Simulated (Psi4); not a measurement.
**SnCl4 (tin tetrachloride): levels of theory compared**

Aim: a comparison of 3 runs (HF/3-21G, DSD-PBEP86/def2-SVP, HSE06/def2-SVP) of SnCl4 (tin tetrachloride). 

Program for the calculation: Psi4 1.11.

## 1. The molecule

SnCl4 has 5 atoms, charge 0, and is taken as a singlet. As SMILES, `[Cl][Sn]([Cl])([Cl])[Cl]`. The Sn2–Cl4 distance was set to 3.431 Å, away from the relaxed value. At this shape a bond of the SMILES string is far longer than usual.

Bond lengths: Cl1–Sn2 2.287 Å, Sn2–Cl3 2.287 Å, Sn2–Cl5 2.287 Å. Angles: Cl1–Sn2–Cl3 109.5°, Cl1–Sn2–Cl5 109.5°, Cl3–Sn2–Cl5 109.5°.

## 2. Energy and forces at HF/3-21G (run 1)

job.in

```
memory 2200 MB

molecule mol {
  0 1
  Cl    -0.78541931     0.40135326     5.36720959
  Sn     1.28687326     0.70692198     1.58592430
  Cl     4.87517971    -1.70013557     1.71079741
  Cl    -2.57378808    -1.41383639    -3.17199979
  Cl     2.34472304     4.83336574     0.85197357
  units bohr
  symmetry c1
  no_reorient
  no_com
}

set globals {
  puream true
  e_convergence 1e-09
  d_convergence 1e-08
  scf_type pk
}

E, wfn = gradient("scf/3-21G", return_wfn=True)
oeprop(wfn, "MULLIKEN_CHARGES", "MAYER_INDICES", "LOWDIN_CHARGES", title="SCF")
```

Run with:

```bash
$ psi4 -i job.in -o job.out -n 1
```

job.out:

```text
[...]
  Running in c1 symmetry.
[...]
  Nuclear repulsion =  941.123623273758767
[...]
  Multiplicity = 1
[...]
  Nalpha       = 59
  Nbeta        = 59
[...]
    Number of basis functions: 83
[...]
   @RHF iter   1: -7825.42836876688034   -3.55301e+00   5.80891e-03 DIIS/ADIIS
[...]
   @RHF iter  11: -7825.56624047811783   -6.36646e-12   1.19637e-09 DIIS
[...]
  @RHF Final Energy: -7825.56624047811783
   => Energetics <=
    Nuclear Repulsion Energy =            941.1236232737587670
    One-Electron Energy =              -12673.5513036886277405
    Two-Electron Energy =                3906.8614399367511396
    Total Energy =                      -7825.5662404781178338
[...]
 Multipole Moments:
 ------------------------------------------------------------------------------------
     Multipole            Electronic (a.u.)      Nuclear  (a.u.)        Total (a.u.)
 ------------------------------------------------------------------------------------
 L = 1.  Multiply by 2.5417464519 to convert [e a0] to [Debye]
 Dipole X            :       -128.9848085          129.9754841            0.9906756
 Dipole Y            :        -70.8545661           71.3987987            0.5442326
 Dipole Z            :       -158.9610560          160.1818883            1.2208323
 Magnitude           :                                                    1.6637484
[...]
  -Total Gradient:
     Atom            X                  Y                   Z
    ------   -----------------  -----------------  -----------------
       1        0.017207756051     0.003653131441    -0.022909592622
       2        0.041823029894     0.022976501982     0.051525183061
       3       -0.022220411422     0.018293701275     0.002552467101
       4       -0.032216919270    -0.017697716071    -0.039704380916
       5       -0.004593455420    -0.027225618518     0.008536323213
[...]
  Mulliken Charges: (a.u.)
   Center  Symbol    Alpha    Beta     Spin     Total
       1    CL     8.69813  8.69813  0.00000 -0.39625
       2    SN    24.18381 24.18381  0.00000  1.63239
       3    CL     8.69812  8.69812  0.00000 -0.39625
       4    CL     8.72182  8.72182  0.00000 -0.44365
       5    CL     8.69812  8.69812  0.00000 -0.39624
   Total alpha = 59.00000, Total beta = 59.00000, Total charge =  0.00000
  Lowdin Charges: (a.u.)
   Center  Symbol    Alpha    Beta     Spin     Total
       1    CL     8.62778  8.62778  0.00000 -0.25556
[...]
```

Wall time 5.4 s (1 thread of AMD EPYC 7R43 (Zen 3), shared host); peak memory 0.27 GiB.

## 3. The energy at DSD-PBEP86/def2-SVP (core potential, density fitting for correlation) (run 2)

job.in

```
memory 2.2 GB

molecule {
  0 1
  Cl    -0.415626     0.212387     2.840205
  Sn     0.680984     0.374087     0.839235
  Cl     2.579834    -0.899673     0.905315
  Cl    -1.361990    -0.748170    -1.678550
  Cl     1.240774     2.557707     0.450845
  symmetry c1
  no_reorient
  no_com
}

set basis def2-SVP
set puream true
set e_convergence 1e-09
set d_convergence 1e-08
set scf_type pk
set dft_radial_points 99
set dft_spherical_points 590
set num_frozen_docc 24

energy("dsd-pbep86")
```

Run with:

```bash
$ psi4 -i job.in -o job.out -n 1
```

job.out:

```text
[...]
    !!!  WARNING: ECP capability is in beta. Please check occupations closely.  !!!
[...]
  Running in c1 symmetry.
[...]
  Nuclear repulsion =  537.359501363534491
[...]
  Multiplicity = 1
[...]
  Nalpha       = 45
  Nbeta        = 45
[...]
    Number of basis functions: 98
[...]
   @RKS iter   1: -2052.29016432161097   -1.58259e+00   3.96163e-03 ADIIS/DIIS
[...]
   @RKS iter  13: -2052.42695712377599   -2.22826e-11   8.52463e-09 DIIS
[...]
    Orbital Energies [Eh]
    ---------------------
    Doubly Occupied:
       1A   -103.699822     2A   -103.699769     3A   -103.699766
       4A   -103.601699     5A    -10.235551     6A    -10.235544
       7A    -10.235540     8A    -10.132189     9A     -7.807524
      10A     -7.807517    11A     -7.807513    12A     -7.802668
      13A     -7.802658    14A     -7.802655    15A     -7.802522
      16A     -7.802519    17A     -7.802514    18A     -7.704879
      19A     -7.699420    20A     -7.699420    21A     -5.749111
      22A     -3.992776    23A     -3.991685    24A     -3.991685
      25A     -1.374944    26A     -1.374943    27A     -1.369503
      28A     -1.366813    29A     -1.366812    30A     -1.061991
      31A     -1.034259    32A     -1.034255    33A     -0.908410
      34A     -0.656805    35A     -0.531721    36A     -0.531719
[...]
  @RKS Final Energy: -2052.42695712377599
   => Energetics <=
    Nuclear Repulsion Energy =            537.3595013635344912
    One-Electron Energy =               -3986.8976333846339912
    Two-Electron Energy =                1434.3760458355511673
    DFT Exchange-Correlation Energy =     -37.2648709382275243
    Empirical Dispersion Energy =           0.0000000000000000
    VV10 Nonlocal Energy =                  0.0000000000000000
    Total Energy =                      -2052.4269571237759919
[...]
 Multipole Moments:
 ------------------------------------------------------------------------------------
     Multipole            Electronic (a.u.)      Nuclear  (a.u.)        Total (a.u.)
 ------------------------------------------------------------------------------------
 L = 1.  Multiply by 2.5417464519 to convert [e a0] to [Debye]
 Dipole X            :        -92.9304471           93.9430327            1.0125856
 Dipole Y            :        -51.0487207           51.6049831            0.5562624
 Dipole Z            :       -114.5281750          115.7760080            1.2478330
 Magnitude           :                                                    1.7005424
[...]
```

Wall time 9.9 s (1 thread of AMD EPYC 7R43 (Zen 3), shared host); peak memory 0.84 GiB.

## 4. Energy and gradient at HSE06/def2-SVP (core potential) (run 3)

run.py

```python
import psi4

psi4.set_memory('2200 MB')
psi4.set_num_threads(1)
psi4.core.set_output_file('output.dat', False)

molecule = psi4.geometry("""
0 1
Cl    -0.415626     0.212387     2.840205
Sn     0.680984     0.374087     0.839235
Cl     2.579834    -0.899673     0.905315
Cl    -1.361990    -0.748170    -1.678550
Cl     1.240774     2.557707     0.450845
units angstrom
symmetry c1
no_reorient
no_com
""")

options = {'basis': 'def2-SVP', 'puream': True, 'e_convergence': 1e-09, 'd_convergence': 1e-08, 'scf_type': 'pk', 'dft_radial_points': 99, 'dft_spherical_points': 590}
psi4.set_options(options)

E, wfn = psi4.gradient('HSE06', return_wfn=True)
psi4.oeprop(wfn, 'MAYER_INDICES', 'QUADRUPOLE', 'MULLIKEN_CHARGES', title='HSE06')
print('gradient / Eh bohr^-1')
print(E.np.round(6))
print(f'energy = {wfn.energy():.10f} Eh')
for k, v in sorted(psi4.core.scalar_variables().items()):
    print(f'{k:45s} {v:18.10f}')
```

Run with:

```bash
$ python run.py
```

output.dat:

```text
[...]
    !!!  WARNING: ECP capability is in beta. Please check occupations closely.  !!!
[...]
  Running in c1 symmetry.
[...]
  Nuclear repulsion =  537.359501363534491
[...]
  Multiplicity = 1
[...]
  Nalpha       = 45
  Nbeta        = 45
[...]
    Number of basis functions: 98
[...]
   @RKS iter   1: -2053.97000339648639   -1.18096e+00   4.04200e-03 ADIIS/DIIS
[...]
   @RKS iter  13: -2054.06994115589714    3.63798e-12   2.06276e-09 DIIS
[...]
  @RKS Final Energy: -2054.06994115589714
   => Energetics <=
    Nuclear Repulsion Energy =            537.3595013635344912
    One-Electron Energy =               -3987.9021091036092912
    Two-Electron Energy =                1496.5871719343053883
    DFT Exchange-Correlation Energy =    -100.1145053501275441
    Empirical Dispersion Energy =           0.0000000000000000
    VV10 Nonlocal Energy =                  0.0000000000000000
    Total Energy =                      -2054.0699411558971406
[...]
  -Total Gradient:
     Atom            X                  Y                   Z
    ------   -----------------  -----------------  -----------------
       1        0.007020463892     0.001628257749    -0.008340013861
       2        0.027879037582     0.015325146737     0.034350018696
       3       -0.008163534812     0.007251393734     0.001463679449
       4       -0.025350030106    -0.013925474582    -0.031241589551
       5       -0.001377744534    -0.010283993263     0.003756724553
[...]
 Multipole Moments:
 ------------------------------------------------------------------------------------
     Multipole            Electronic (a.u.)      Nuclear  (a.u.)        Total (a.u.)
 ------------------------------------------------------------------------------------
 L = 1.  Multiply by 2.5417464519 to convert [e a0] to [Debye]
 Dipole X            :        -93.0956111           93.9430327            0.8474216
 Dipole Y            :        -51.1394527           51.6049831            0.4655303
 Dipole Z            :       -114.7317213          115.7760080            1.0442867
 Magnitude           :                                                    1.4231572
 L = 2.  Multiply by 1.3450342976 to convert [e a0^2] to [Debye ang]
 Quadrupole XX       :       -713.1998848          657.0412642          -56.1586205
 Quadrupole XY       :       -128.8835541          128.2718959           -0.6116582
[...]
```

On the terminal:

```text
gradient / Eh bohr^-1
[[ 0.00702   0.001628 -0.00834 ]
 [ 0.027879  0.015325  0.03435 ]
 [-0.008164  0.007251  0.001464]
 [-0.02535  -0.013925 -0.031242]
 [-0.001378 -0.010284  0.003757]]
energy = -2054.0699411559 Eh
CURRENT ENERGY                                  -2054.0699411559
CURRENT REFERENCE ENERGY                        -2054.0699411559
DD SOLVATION ENERGY                                 0.0000000000
DFT FUNCTIONAL TOTAL ENERGY                     -2054.0699411559
DFT TOTAL ENERGY                                -2054.0699411559
DFT VV10 ENERGY                                     0.0000000000
DFT XC ENERGY                                    -100.1145053501
GRID ELECTRONS ALPHA                               45.0000002177
GRID ELECTRONS BETA                                45.0000002177
GRID ELECTRONS TOTAL                               90.0000004354
NUCLEAR REPULSION ENERGY                          537.3595013635
ONE-ELECTRON ENERGY                             -3987.9021091036
PCM POLARIZATION ENERGY                             0.0000000000
PE ENERGY                                           0.0000000000
SCF ITERATION ENERGY                            -2054.0699411559
SCF ITERATIONS                                     13.0000000000
SCF TOTAL ENERGY                                -2054.0699411559
TWO-ELECTRON ENERGY                              1496.5871719343
XC GRID RADIAL POINTS                              99.0000000000
XC GRID SPHERICAL POINTS                          590.0000000000
XC GRID TOTAL POINTS                           272147.0000000000
```

Wall time 36 s (1 thread of AMD EPYC 7R43 (Zen 3), shared host); peak memory 0.92 GiB.

## 5. All runs side by side

```tsv
run	level	task	core potential	energy (Eh)	dipole moment (D)	HOMO energy (eV)	LUMO energy (eV)	wall time
1	HF/3-21G	gradient	none	-7825.566240	4.23	-11.01	-3.34	5.4 s
2	DSD-PBEP86/def2-SVP (core potential, density fitting for correlation)	energy	def2	-2052.763994	–	-9.77	-3.92	9.9 s
3	HSE06/def2-SVP (core potential)	gradient	def2	-2054.069941	3.62	-7.48	-5.90	36 s
```

## 6. What came out

| quantity | value |
| --- | --- |
| run 3: total energy | -2054.06994 Eh |
| run 3: dipole moment | 3.62 D |
| run 3: HOMO energy | -7.48 eV |
| run 3: LUMO energy | -5.90 eV |
| run 3: HOMO–LUMO gap | 1.58 eV |
| run 3: largest force on an atom | 2.408 eV/Å |

The HOMO–LUMO gap runs from 1.58 eV (HSE06/def2-SVP) to 7.66 eV (HF/3-21G). The two ends differ in method and basis and core potential. Totals of different functionals can't be ranked against each other. Some runs of one species differ in core potentials or relativity; totals across that change don't compare. In run 1 relativity is left out where basis or elements ask for it. All runs together took 52 s, the longest 36 s.
